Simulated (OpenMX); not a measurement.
## HPbNO4 under changes of volume

One of the cells (15.590 Å³/atom); the others are scaled copies at fixed shape and fractional positions:

```
CELL_PARAMETERS angstrom
4.27531 -0.00040 0.00636
-2.08399 5.20775 -0.04907
-2.12377 -1.86574 4.91491
ATOMIC_POSITIONS crystal
H 0.99073 0.03330 0.90994
Pb 0.50274 0.81989 0.14287
N 0.00838 0.47408 0.50265
O 0.99816 0.92741 0.02877
O 0.19467 0.73435 0.60852
O 0.81673 0.35882 0.24556
O 0.01381 0.33121 0.65217
```

The cell was built by a generator and needn't be a form met in nature.

```yaml
Program: OpenMX 3.8.5
Functional: PBE
Potentials_or_basis: OpenMX 2013 PBE set, H5.0-s2, Pb8.0-s3p2d2, N6.0-s2p2, O6.0-s2p2, fixed grid of 48 × 64 × 64 points
k_mesh: 9 × 7 × 7
Occupations: fermi-dirac, width 0.05 eV
Spin: no spin polarisation
```

| volume (Å³/atom) | energy over the lowest point (meV/atom) | gap on the mesh (eV) | largest force (eV/Å) |
| --- | --- | --- | --- |
| 14.654 | ? | ? | ? |
| 14.966 | 96.07 | 2.63 | 6.734 |
| 15.278 | 68.84 | 2.60 | 6.036 |
| 15.590 | 45.98 | 2.57 | 5.385 |
| 15.902 | 27.11 | 2.55 | 4.774 |
| 16.213 | 11.89 | 2.52 | 4.220 |
| 16.525 | 0.00 | 2.49 | 3.702 |

Question: What does the run at 14.654 Å³/atom give?

Answer: Energy over the lowest point 128.09 meV/atom; gap on the mesh 2.65 eV; largest force 7.473 eV/Å.

Worked out: A Birch-Murnaghan fit of order 3 (a polynomial in V^(-2/3)) to the other rows has no minimum within the range. It gives 128.06 meV/atom at 14.654 Å³/atom, against the run's 128.09. A straight line through the other rows of the gap, of slope -1.38 eV per unit of ln V, extrapolates to 2.66 eV, against the run's 2.65.

Energies are extrapolated to zero smearing.

Caveats: the basis has few d functions beyond the semicore shells, which can make volumes several per cent too large; spin-orbit coupling is left out, which as a rule narrows the gap of such compounds by several tenths of an eV; an odd mesh through Γ misses points on the zone boundary, where band edges often lie; the basis of atomic orbitals isn't converged, which shifts pressures, moduli and gaps; forces of over 1 eV/Å show positions far from the minimum, so gaps and moduli don't describe the material at rest.
